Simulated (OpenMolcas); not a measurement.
# Si4H10 (SMILES [SiH3][SiH]([SiH3])[SiH3]): levels of theory compared

We compute a comparison of 6 runs (HF/STO-3G, B2PLYP/6-31G*, M06-L/6-31G*, PBE/6-31G*, TPSS/6-31G*, r2SCAN/6-31G*) of Si4H10. 

The results are computed with OpenMolcas 26.06.

1 further run of the same task is left out (set aside as unsound or not needed).

## (1) The molecule

Si4H10: 14 atoms, total charge 0, spin state singlet. As SMILES, `[SiH3][SiH]([SiH3])[SiH3]`. The coordinates come from a PBE0-D4/def2-TZVP relaxation.

Bond lengths: Si1–Si2 2.337 Å, Si2–Si3 2.337 Å, Si2–Si4 2.337 Å, Si1–H5 1.488 Å, Si1–H6 1.488 Å, Si1–H7 1.488 Å, Si2–H8 1.492 Å, Si3–H9 1.488 Å, Si3–H10 1.488 Å, Si3–H11 1.488 Å, Si4–H12 1.488 Å, Si4–H13 1.488 Å, Si4–H14 1.488 Å. Some angles: Si1–Si2–Si3 109.6°, Si1–Si2–Si4 109.6°, Si3–Si2–Si4 109.6°, Si1–Si2–H8 109.3°, Si3–Si2–H8 109.3°, Si4–Si2–H8 109.3°, Si2–Si1–H5 110.8°, Si2–Si1–H6 110.8°, Si2–Si1–H7 109.2°, Si2–Si3–H9 109.2°.

## (2) Energy and forces at HF/STO-3G (run 1)

Input file coord.xyz:

```xyz
14

Si    -1.586600     0.449770    -1.468220
Si    -0.437700    -0.033320     0.509060
Si     1.124000     1.651140     0.941090
Si     0.660040    -2.085920     0.297480
H     -2.588800    -0.607930    -1.768740
H     -2.287510     1.758070    -1.365710
H     -0.615640     0.517850    -2.593590
H     -1.409520    -0.107160     1.639330
H      2.091010     1.722300    -0.187470
H      1.875310     1.366450     2.193260
H      0.452630     2.971990     1.075490
H      1.404530    -2.417500     1.542160
H      1.628750    -2.008150    -0.829180
H     -0.310500    -3.177580     0.015050
```

Input file calc.input:

```
* H10Si4 Hartree-Fock
>>> EXPORT MOLCAS_PRINT=2

&GATEWAY
  BasLib = $CurrDir
  Coord = coord.xyz
  Basis = STO-3G
  Group = NoSym

&SEWARD

&SCF
  Thresholds = 1e-10 1e-07 1e-07 1e-05
  PrOrbitals = 1

&ALASKA
```

The basis set STO-3G is read from a file made from the Basis Set Exchange's data (not shown).

Command:

```console
$ export MOLCAS_MEM=1860
$ pymolcas calc.input > calc.log
```

Log:

```text
--- Start Module: gateway ---
[...]
--- Stop Module: gateway /rc=_RC_ALL_IS_WELL_ ---
[...]
      Basis functions           46
[...]
--- Start Module: scf ---
[...]
       Convergence after   8 Iterations
[...]
::    Total SCF energy                              -1148.2633533931
[...]
      Total spin, S                                     0.0000000000
[...]
      Total electronic charge=   66.000000
      Total            charge=   -0.000000
[...]
      Dipole Moment (debye):
      Origin of the operator (angstrom)=   -0.0531   -0.0041    0.0618
                   X= -1.5836E-01               Y= -1.2266E-02               Z=  1.8417E-01           Total=  2.4320E-01
      Quadrupole Moment (debye*angstrom):
[...]
--- Stop Module: scf /rc=_RC_ALL_IS_WELL_ ---
--- Start Module: alaska ---
[...]
 *              Molecular gradients               *
 **************************************************
  Irreducible representation: a
 ------------------------------------------------------------------------------------------
                              X                       Y                       Z
 ------------------------------------------------------------------------------------------
  SI1              -3.41951760576720E-04    4.14187829940627E-04   -2.14137160144290E-03
  SI2              -9.47954528454531E-04   -7.74076416981129E-05    1.10849730573115E-03
  SI3               1.73984172463726E-03    1.33193280386834E-03   -2.94772700140555E-04
  SI4               1.37435196405544E-03   -1.53773169640203E-03   -7.97502044985632E-04
  H5               -2.17223792807264E-02   -2.44177651042881E-02   -4.99558523654842E-03
  H6               -1.48872790178638E-02    2.92246307983541E-02    4.14070135553898E-03
  H7                2.34202539328510E-02    1.02701010301293E-03   -2.35384782649950E-02
  H8               -2.16930522630303E-02   -1.64319289069215E-03    2.52318796964177E-02
[...]
--- Stop Module: alaska /rc=_RC_ALL_IS_WELL_ ---
[...]
```

Wall time 3.9 s (1 thread of Intel Xeon Platinum 8259CL at 2.50GHz (Skylake/Cascade Lake), shared host); peak memory 0.38 GiB.

## (3) The energy at B2PLYP/6-31G(d) (spherical functions) (run 2)

Input file test.input:

```
* H10Si4 Kohn-Sham DFT
&GATEWAY
BasLib
$CurrDir
Coord
14
angstrom
Si      -1.586600       0.449770      -1.468220
Si      -0.437700      -0.033320       0.509060
Si       1.124000       1.651140       0.941090
Si       0.660040      -2.085920       0.297480
H       -2.588800      -0.607930      -1.768740
H       -2.287510       1.758070      -1.365710
H       -0.615640       0.517850      -2.593590
H       -1.409520      -0.107160       1.639330
H        2.091010       1.722300      -0.187470
H        1.875310       1.366450       2.193260
H        0.452630       2.971990       1.075490
H        1.404530      -2.417500       1.542160
H        1.628750      -2.008150      -0.829180
H       -0.310500      -3.177580       0.015050
Basis
6-31Gs
Group
NoSym
&SEWARD
GridInput
Grid=UltraFine
End of Grid
&SCF
KSDFT
B2PLYP_SCF
Thresholds
1e-10 1e-07 1e-07 1e-05
PrOrbitals
1 1
&MBPT2
Frozen
20
```

The basis set 6-31G* is read from a file made from the Basis Set Exchange's data (not shown).

Command:

```console
$ export MOLCAS_MEM=1860
$ pymolcas test.input > test.log
```

Log:

```text
--- Start Module: gateway ---
[...]
--- Stop Module: gateway /rc=_RC_ALL_IS_WELL_ ---
[...]
      Basis functions           92
[...]
--- Start Module: scf ---
[...]
       Convergence after  11 Iterations
[...]
::    Total KS-DFT energy                           -1163.2150619075
[...]
      Total spin, S                                     0.0000000000
[...]
      Total electronic charge=   66.000000
      Total            charge=   -0.000000
[...]
      Dipole Moment (debye):
      Origin of the operator (angstrom)=   -0.0531   -0.0041    0.0618
                   X= -9.9890E-02               Y= -7.6836E-03               Z=  1.1618E-01           Total=  1.5341E-01
      Quadrupole Moment (debye*angstrom):
[...]
--- Stop Module: scf /rc=_RC_ALL_IS_WELL_ ---
[...]
--- Start Module: mbpt2 ---
[...]
 ###    WARNING: MP2 implementation intended for RHF references only         ###
 ###############################################################################
MBPT2 WARNING: Reference function according to RunFile:KS-DFT
I'll assume you know what you're doing and continue
WARNING!
Default frozen orbitals as non valence orbitals is overwritten by user input.
Default values:   8
[...]
       Reference weight ( Cref**2 )         =        0.79223
::    Total MBPT2 energy                            -1163.6221995534
[...]
      Total MBPT2 calculations                           0.39      0.44
--- Stop Module: mbpt2 /rc=_RC_ALL_IS_WELL_ ---
[...]
```

Wall time 38 s (1 thread of Intel Xeon Platinum 8259CL at 2.50GHz (Skylake/Cascade Lake), shared host); peak memory 0.51 GiB.

## (4) Energy and gradient at M06-L/6-31G(d) (spherical functions) (run 3)

Input file calc.inp:

```
>>> EXPORT MOLCAS_PRINT=2

&gateway
  baslib
  $CurrDir
  coord
  14
  angstrom
  Si      -1.586600       0.449770      -1.468220
  Si      -0.437700      -0.033320       0.509060
  Si       1.124000       1.651140       0.941090
  Si       0.660040      -2.085920       0.297480
  H       -2.588800      -0.607930      -1.768740
  H       -2.287510       1.758070      -1.365710
  H       -0.615640       0.517850      -2.593590
  H       -1.409520      -0.107160       1.639330
  H        2.091010       1.722300      -0.187470
  H        1.875310       1.366450       2.193260
  H        0.452630       2.971990       1.075490
  H        1.404530      -2.417500       1.542160
  H        1.628750      -2.008150      -0.829180
  H       -0.310500      -3.177580       0.015050
  basis
  6-31Gs
  group
  NoSym

&seward
  gridinput
  Grid=UltraFine
  End of Grid

&scf
  ksdft
  M06L
  thresholds
  1e-10 1e-07 1e-07 1e-05
  prorbitals
  1 1

&alaska
```

The basis set 6-31G* is read from a file made from the Basis Set Exchange's data (not shown).

Command:

```console
$ export MOLCAS_MEM=1860
$ pymolcas calc.inp > calc.log
```

Log:

```text
--- Start Module: gateway ---
[...]
--- Stop Module: gateway /rc=_RC_ALL_IS_WELL_ ---
[...]
      Basis functions           92
[...]
--- Start Module: scf ---
[...]
       Convergence after  13 Iterations
[...]
::    Total KS-DFT energy                           -1163.8950061488
[...]
      Total spin, S                                     0.0000000000
[...]
      Total electronic charge=   66.000000
      Total            charge=   -0.000000
[...]
      Dipole Moment (debye):
      Origin of the operator (angstrom)=   -0.0531   -0.0041    0.0618
                   X= -7.7910E-02               Y= -6.0252E-03               Z=  9.0755E-02           Total=  1.1976E-01
      Quadrupole Moment (debye*angstrom):
[...]
--- Stop Module: scf /rc=_RC_ALL_IS_WELL_ ---
[...]
--- Start Module: alaska ---
[...]
 *              Molecular gradients               *
 **************************************************
  Irreducible representation: a
 ------------------------------------------------------------------------------------------
                              X                       Y                       Z
 ------------------------------------------------------------------------------------------
  SI1               4.30963995331268E-04    3.84444906949000E-05   -4.99380472785305E-04
  SI2              -3.91675960925042E-04   -6.34016557659045E-05    4.82778357655533E-04
  SI3               4.50737712915483E-04    5.24561437220683E-05   -5.28904799592667E-04
  SI4               5.10125311214971E-04    3.68303028519534E-05   -5.14425271720576E-04
  H5               -1.24874156612531E-03   -1.44372010524041E-03    3.09109206764191E-05
  H6               -8.17140095723090E-04    1.60831223976210E-03    5.37829811785184E-04
  H7                1.25318217060633E-03    3.94971713953418E-05   -1.19747334432230E-03
  H8               -8.11150157477680E-04   -5.72471773286898E-05    9.27371724880999E-04
[...]
--- Stop Module: alaska /rc=_RC_ALL_IS_WELL_ ---
[...]
```

It took 1.7 min on 1 thread of Intel Xeon Platinum 8259CL at 2.50GHz (Skylake/Cascade Lake), shared host; peak memory 0.51 GiB.

Runs 4 to 5 aren't shown in full; the table further down has their settings and results.

## (5) Energy and forces at r2SCAN/6-31G(d) (spherical functions) (run 6)

Input file test.inp:

```
&GATEWAY
BasLib=$CurrDir
Coord
14
bohr
Si    -2.99823947     0.84994212    -2.77453369
Si    -0.82713312    -0.06296567     0.96198398
Si     2.12405216     3.12020239     1.77840236
Si     1.24729483    -3.94181752     0.56215573
H     -4.89212299    -1.14882120    -3.34243419
H     -4.32276741     3.32227081    -2.58081787
H     -1.16339099     0.97859467    -4.90117478
H     -2.66360677    -0.20250305     3.09788473
H      3.95143622     3.25467530    -0.35426696
H      3.54382230     2.58221626     4.14466072
H      0.85534674     5.61624715     2.03238155
H      2.65417703    -4.56841291     2.91426004
H      3.07789143    -3.79485352    -1.56692311
H     -0.58675996    -6.00475594     0.02844038
Basis=6-31Gs
Group=NoSym
&SEWARD
GridInput
Grid=UltraFine
End of Grid
&SCF
KSDFT=2
1.0 MGGA_X_R2SCAN
1.0 MGGA_C_R2SCAN
Thresholds=1e-10 1e-07 1e-07 1e-05
PrOrbitals=1 1
&ALASKA
```

The basis set 6-31G* is read from a file made from the Basis Set Exchange's data (not shown).

Command:

```console
$ export MOLCAS_MEM=1860
$ pymolcas test.inp > test.log
```

Log:

```text
--- Start Module: gateway ---
[...]
--- Stop Module: gateway /rc=_RC_ALL_IS_WELL_ ---
[...]
      Basis functions           92
[...]
--- Start Module: scf ---
[...]
       Convergence after  12 Iterations
[...]
::    Total KS-DFT energy                           -1163.7771590109
[...]
      Total spin, S                                     0.0000000000
[...]
      Total electronic charge=   66.000000
      Total            charge=   -0.000000
[...]
      Dipole Moment (debye):
      Origin of the operator (angstrom)=   -0.0531   -0.0041    0.0618
                   X= -5.8815E-02               Y= -4.5081E-03               Z=  6.8366E-02           Total=  9.0296E-02
      Quadrupole Moment (debye*angstrom):
[...]
--- Stop Module: scf /rc=_RC_ALL_IS_WELL_ ---
[...]
--- Start Module: alaska ---
[...]
 *              Molecular gradients               *
 **************************************************
  Irreducible representation: a
 ------------------------------------------------------------------------------------------
                              X                       Y                       Z
 ------------------------------------------------------------------------------------------
  SI1              -3.02077960478542E-04    2.28744419200844E-04   -1.07607089468686E-03
  SI2              -6.16256561532857E-04   -5.40723946471089E-05    7.11980402154033E-04
  SI3               8.64306530852232E-04    7.43106028746610E-04   -3.83837963369160E-05
  SI4               6.71783004994708E-04   -8.64598231602898E-04   -3.20294165490009E-04
  H5                9.24470341292061E-04    6.60170686804129E-04    6.37345864896499E-04
  H6                7.10001328113385E-04   -1.04403650750928E-03    3.46160117542169E-04
  H7               -4.62757211579401E-04   -1.32909018583871E-04    1.11740766639734E-03
  H8                1.05579410926726E-03    7.98144187710292E-05   -1.22385864691132E-03
[...]
--- Stop Module: alaska /rc=_RC_ALL_IS_WELL_ ---
[...]
```

It took 1.7 min on 1 thread of Intel Xeon Platinum 8259CL at 2.50GHz (Skylake/Cascade Lake), shared host; peak memory 0.51 GiB.

## (6) The series

| run | level | task | frozen core orbitals | energy (Eh) | dipole moment (D) | HOMO energy (eV) | LUMO energy (eV) | wall time |
| --- | --- | --- | --- | --- | --- | --- | --- | --- |
| 1 | HF/STO-3G | gradient | – | -1148.263353 | 0.24 | -7.96 | 9.83 | 3.9 s |
| 2 | B2PLYP/6-31G* (spherical functions) | energy | 20 | -1163.324989 | 0.15 | -8.84 | 1.27 | 38 s |
| 3 | M06-L/6-31G* (spherical functions) | gradient | – | -1163.895006 | 0.12 | -7.12 | -0.37 | 1.7 min |
| 4 | PBE/6-31G* (spherical functions) | gradient | – | -1163.261611 | 0.10 | -6.89 | -0.74 | 88 s |
| 5 | TPSS/6-31G* (spherical functions) | gradient | – | -1164.005578 | 0.11 | -7.06 | -0.57 | 1.8 min |
| 6 | r2SCAN/6-31G* (spherical functions) | gradient | – | -1163.777159 | 0.09 | -7.18 | -0.47 | 1.7 min |

## (7) Results

| quantity | value |
| --- | --- |
| run 6: total energy | -1163.77716 Eh |
| run 6: dipole moment | 0.09 D |
| run 6: HOMO energy | -7.18 eV |
| run 6: LUMO energy | -0.47 eV |
| run 6: HOMO–LUMO gap | 6.70 eV |
| run 6: largest force on an atom | 0.083 eV/Å |

In words: The dipole moment (its size) runs from 0.09 D (r2SCAN/6-31G*) to 0.24 D (HF/STO-3G). The two ends differ in method and basis. The HOMO–LUMO gap runs from 6.15 eV (PBE/6-31G*) to 17.79 eV (HF/STO-3G). For B2PLYP the log adds the whole second-order term; the table takes 0.27 of it, as the functional is defined. Totals of different functionals can't be ranked against each other. In run 1 the basis is minimal, so the values are rough. All runs together took 7.3 min, the longest 1.8 min.
